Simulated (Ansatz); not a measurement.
# Cd2S (P3m1) in Ansatz: band structure with PBEsol

Aim: the band structure of Cd2S with PBEsol.

All numbers are computed with Ansatz 0.2.0; they aren't measurements. Logs are shortened: lines on timing, memory, paths and dates and some standing lists are left out, and cuts for length are marked.

## Step 1: The crystal as given

It takes space group P3m1 (No. 156, trigonal). Conventional cell: a = 3.963 Å, b = 3.963 Å, c = 5.809 Å, α = 90.00°, β = 90.00°, γ = 120.00°. Cd (site symmetry 3m) is surrounded by 1 S at 2.52 Å. Around Cd (site symmetry 3m) lie 3 S at 2.60 Å. Around S (site symmetry 3m) lie 4 Cd at 2.52 to 2.60 Å.

The cell comes from a database or a generator and needn't be the stable form of this composition.

## Step 2: Band structure, PBEsol

input.yaml

```yaml
crystal:
  lattice:
    - [3.962670049, 0.0, 0.0]
    - [-1.9813350245, 3.4317729293, 0.0]
    - [0.0, 0.0, 5.809192]
  atoms:
    - { symbol: Cd, position: [0.3333333333, 0.6666666667, 0.932717] }
    - { symbol: Cd, position: [0.6666666667, 0.3333333333, 0.578735] }
    - { symbol: S, position: [0.3333333333, 0.6666666667, 0.365705] }
hamiltonian:
  xc: pbesol
  pseudopotentials: { kind: paw }
kpoints:
  mp_grid: { grid: [8, 8, 5] }
  band_path:
    path:
      - [[0.0, 0.0, 0.0], [0.5, 0.0, 0.0], [0.3333333333, 0.3333333333, 0.0], [0.0, 0.0, 0.0], [0.0, 0.0, 0.5], [0.5, 0.0, 0.5], [0.3333333333, 0.3333333333, 0.5], [0.0, 0.0, 0.5]]
      - [[0.5, 0.0, 0.5], [0.5, 0.0, 0.0]]
      - [[0.3333333333, 0.3333333333, 0.0], [0.3333333333, 0.3333333333, 0.5]]
    npoints: 14
scf:
  occupations: { method: fermi_dirac, width: 0.05 }
  n_extra_bands: 7
output:
  forces: true
  stress: true
  eigenvalues: true
  fatbands: true
```

Potentials or basis: Ansatz PAW.

Launch:

```
ansatz run input.yaml --threads 2 --pin off --max-ram 5632MiB --backend cpu --events-out ev --progress --plain --runs-dir out
```

The program printed:

```text
Warning: RAYON_NUM_THREADS=2 ignored (pool sized by the plan → 2); use --threads N
scf.n_extra_bands = 7 over 23 filled bands (N_el = 46.0): the run solves 30 bands
Engine: ansatz 0.2.0, aarch64-unknown-linux-gnu
Pseudopotentials: kind: paw
Pseudopotential: Cd, paw, valence charge 20, recommended cutoff 420 eV (normal), Cd.paw.azcp
Pseudopotential: S, paw, valence charge 6, recommended cutoff 420 eV (normal), S.paw.azcp
Functional definition: PBEsol
  exchange = pbesol_x
  correlation = pbesol_c
Crystal: 3 atoms, lattice volume = 78.999 Å³
Basis set: ecut = 420 eV, 1555 PW (Γ), exchange–correlation on 54×54×80 points (8 copies of the dense FFT grid, shifted against one another)
Bands: 30, of which v1, the nominal top of the filled ones, is band 23 counted from 1 (22 counted from 0)
Symmetry: 6 space group operations
Space group: P3m1 (ITA 156), of the structure as read, at distance tolerance 4.3e-5 Å
k-points: 40 of 320 (time reversal used)
Non-local potential: Cd, projectors of the file, l = 0: 3, l = 1: 2, l = 2: 2, l = 3: 1
Non-local potential: S, projectors of the file, l = 0: 2, l = 1: 2, l = 2: 2
PAW form: soft (Blöchl's): semilocal exchange-correlation on the pseudo side does not see the compensation charge
PAW frozen core: Cd, regenerated for the run's functional, and the local potential with it (the file was generated under x = pbe(κ = 0.804, μ = 0.2195149727645171), c = pbe(β = 0.06672455060314922))
PAW frozen core: S, regenerated for the run's functional, and the local potential with it (the file was generated under x = pbe(κ = 0.804, μ = 0.2195149727645171), c = pbe(β = 0.06672455060314922))
PAW one-centre angular grid: Cd, 590 points (default); XC on 64 Gauss nodes
PAW one-centre angular grid: S, 110 points (default); XC on 64 Gauss nodes
Initial density: superposition of atomic densities (neutral atoms: chi_scale 0, normalization atom), corrected by the library's trained network
Initial wavefunctions: pseudopotential atomic-orbital guess
Functional: x = pbesol(κ = 0.804, μ = 0.12345679012345678), c = pbesol(β = 0.046)
SCF iter   1: F=—  HF=-17253.532421 eV  |F-HF|=—  |Δ(HF+E_count)|=         —  Δρ=5.41e-3  dr2=2.94e-2  ethr=1.77e-3  ⟨swp⟩=6.0  Hψ=5012  notcnv=0  defer=3
preconditioner: auto → Resta (q_TF=auto, 2.493 Å⁻¹)  ε∞=4.4  [insulator: Δε(μ)=0.223 eV  Ē_g=12.430 eV  σ=0.050 eV  W_gap=0.79  n_scr=22 (ndim 8)  ℏωp=22.9 eV  f_vac=0.097  D(μ)=0.19/eV (n_scr^D=0)  ε∞_Penn≈4.4]
SCF iter   2: F=—  HF=-17253.525552 eV  |F-HF|=—  |Δ(HF+E_count)|=   6.87e-3  Δρ=2.02e-3  dr2=5.34e-3  ethr=6.38e-5  ⟨swp⟩=2.4  Hψ=2136  notcnv=0  defer=50
SCF iter   3: F=—  HF=-17253.524268 eV  |F-HF|=—  |Δ(HF+E_count)|=   1.28e-3  Δρ=5.99e-4  dr2=7.15e-4  ethr=1.16e-5  ⟨swp⟩=2.0  Hψ=1353  notcnv=0  defer=50
SCF iter   4: F=—  HF=-17253.524186 eV  |F-HF|=—  |Δ(HF+E_count)|=   8.13e-5  Δρ=2.74e-4  dr2=8.16e-5  ethr=1.55e-6  ⟨swp⟩=3.0  Hψ=1754  notcnv=0  defer=50
SCF iter   5: F=—  HF=-17253.524171 eV  |F-HF|=—  |Δ(HF+E_count)|=   1.51e-5  Δρ=8.03e-5  dr2=7.88e-6  ethr=1.77e-7  ⟨swp⟩=2.0  Hψ=1718  notcnv=0  defer=50
SCF iter   6: F=—  HF=-17253.524176 eV  |F-HF|=—  |Δ(HF+E_count)|=   4.33e-6  Δρ=1.68e-5  dr2=3.08e-7  ethr=1.71e-8  ⟨swp⟩=2.0  Hψ=1720  notcnv=0  defer=50
SCF iter   7: F=-17253.524176 eV  HF=-17253.524176 eV  |F-HF|=1.22e-8  |Δ(HF+E_count)|=   3.33e-7  Δρ=3.53e-6  dr2=1.15e-8  ethr=2.17e-10  ⟨swp⟩=8.6  Hψ=5158  notcnv=0
SCF 1 converged in 7 iterations: F = -17253.524176 eV  dr2 = 1.15e-8
NSCF: frozen V_eff on 129 k-points
SCF converged after 7 iterations
Free energy (F): -17253.524176 eV
Harris-Foulkes:  -17253.524176 eV  (|F-HF|=1.22e-8)
Internal energy: -17253.522457 eV  (E = F + TS)
E sigma→0 (E₀):  -17253.523317 eV
Entropy (-TS):   -0.001719 eV (-0.573 meV/atom)
Fermi energy:    8.039024 eV
--- Per-component energies (eV) ---
  E_band       = -1003.364069
  E_kinetic    = 1113.920007
  E_local      = -7784.153534  (includes V_loc(G=0)·N_el)
  E_nonlocal   = 101.009892
  E_hartree    = 3588.343582
  E_xc         = -445.248176
  E_vxc        = -527.042188  (∫ρ·V_xc dr)
  E_paw        = -8611.402346  (= ΣΔE_a)
  E_vpaw       = -1083.788537  (= ΣTr[D̂ρ^β])
  E_aug_tail   = 0.000025  (compensation charges beyond the density's cutoff)
  E_ewald      = -5216.737776
  E_core_change = 0.745869  (= ΣΔE_core)
  E_smearing   = -0.001719  (= −TS)
  E_closure    = -0.000000  (closes the sum)
  Σ components = -17253.524176   (vs F -17253.524176, Δ=0.00e0)
--- Forces (eV/Å), atoms counted from 1 ---
  atom   1  Cd    -0.00000000     0.00000000     0.02950980
  atom   2  Cd     0.00000000     0.00000000    -0.14491112
  atom   3  S      0.00000000    -0.00000000     0.11540335
  max |Σ_I F_I| component: 2.03e-6 eV/Å
--- Stress (GPa, compression-positive) ---
       -2.736641       0.000000       0.000000
        0.000000      -2.736641      -0.000000
        0.000000       0.000000      -3.559547
  P = ⅓ Tr σ = -3.0109 GPa (-30.109 kbar)
--- Band table (eV; the first three rows and the last of 40) ---
  k-point 0: bands = ["-94.1431", "-93.9041", "-55.2452", "-55.2452", "-55.2040", "-54.9993", "-54.9917", "-54.9917", "-4.6847", "-0.3704", "-0.3704", "-0.2832", "-0.2832", "-0.2008", "-0.0303", "0.0055", "0.0055", "0.3542", "0.3542", "3.4691", "4.2485", "7.2520", "7.2520", "11.0574", "12.9105", "14.6899", "14.6899", "16.1978", "16.1978", "17.7500"]
  k-point 1: bands = ["-94.1431", "-93.9041", "-55.2452", "-55.2452", "-55.2040", "-54.9993", "-54.9917", "-54.9917", "-4.6458", "-0.3863", "-0.3760", "-0.3760", "-0.2972", "-0.2972", "0.0274", "0.0274", "0.1031", "0.3515", "0.3515", "2.6484", "5.5117", "7.2787", "7.2787", "10.6222", "12.8327", "14.5615", "14.5615", "15.9712", "15.9712", "17.6174"]
  k-point 2: bands = ["-94.1431", "-93.9041", "-55.2452", "-55.2452", "-55.2040", "-54.9993", "-54.9917", "-54.9917", "-4.5795", "-0.5937", "-0.3818", "-0.3818", "-0.3210", "-0.3210", "0.0625", "0.0625", "0.2239", "0.3453", "0.3453", "2.0746", "7.2465", "7.3229", "7.3229", "9.4660", "12.6538", "14.3212", "14.3212", "15.8280", "15.8280", "16.8088"]
  k-point 39: bands = ["-94.1431", "-93.9040", "-55.2459", "-55.2457", "-55.2039", "-54.9993", "-54.9923", "-54.9921", "-4.1914", "-0.5017", "-0.3905", "-0.2699", "-0.1807", "-0.0889", "0.0335", "0.0576", "0.2054", "0.2407", "0.6051", "4.0258", "4.5654", "5.5128", "7.5614", "9.2591", "9.8846", "12.9692", "13.6816", "14.5186", "16.3252", "16.9922"]
```

Wall time 15 s (2 threads of Arm Neoverse V2, shared host); peak memory 0.4 GiB.

Results:

```yaml
Free_energy: -17253.5242 eV
Pressure: -3.0 GPa
Largest_force: 0.145 eV/Å
Band_gap_along_the_path: none (metal or under the smearing width)
```

Forces on the atoms (eV/Å):
```
Cd   0.000  0.000  0.030
Cd   0.000  0.000 -0.145
S    0.000  0.000  0.115
```

Stress tensor (GPa, compression positive):
```
-2.74  0.00  0.00
 0.00 -2.74  0.00
 0.00  0.00 -3.56
```

Levels at the corners of the path, in eV from the Fermi level:
```csv
point,band 20,band 21,band 22,band 23,band 24,band 25,band 26,band 27
Γ,-4.57,-3.79,-0.79,-0.79,3.02,4.87,6.65,6.65
M,-4.56,-3.09,-1.67,-1.35,0.47,3.01,4.55,5.70
K,-4.25,-3.06,-2.87,-0.51,0.75,2.40,3.99,4.58
Γ,-4.57,-3.79,-0.79,-0.79,3.02,4.87,6.65,6.65
A,-6.04,-0.71,-0.71,-0.29,1.00,4.58,6.24,6.24
L,-4.16,-3.81,-1.46,-1.08,1.49,3.21,4.35,5.52
H,-3.94,-3.43,-2.67,-0.44,0.99,1.97,5.00,5.51
A,-6.04,-0.71,-0.71,-0.29,1.00,4.58,6.24,6.24
L,-4.16,-3.81,-1.46,-1.08,1.49,3.21,4.35,5.52
M,-4.56,-3.09,-1.67,-1.35,0.47,3.01,4.55,5.70
K,-4.25,-3.06,-2.87,-0.51,0.75,2.40,3.99,4.58
H,-3.94,-3.43,-2.67,-0.44,0.99,1.97,5.00,5.51
```

Caveat: the PAW data sets come from PBE, with cores solved anew for the run's functional, which leaves a small shift of forces and pressure.

## Step 3: For comparison

An earlier run on the cell as given: functional PBEsol; potentials or basis Ansatz PAW; cutoff 420 eV (not typed: the program's choice for these potentials); k mesh 8 × 8 × 5; occupations fermi-dirac, width 0.05 eV; no spin polarisation.

- Pressure: -3.0 GPa
- Largest force: 0.145 eV/Å
- Band gap on the k mesh: 0.22 eV, indirect (least direct gap 0.56 eV)
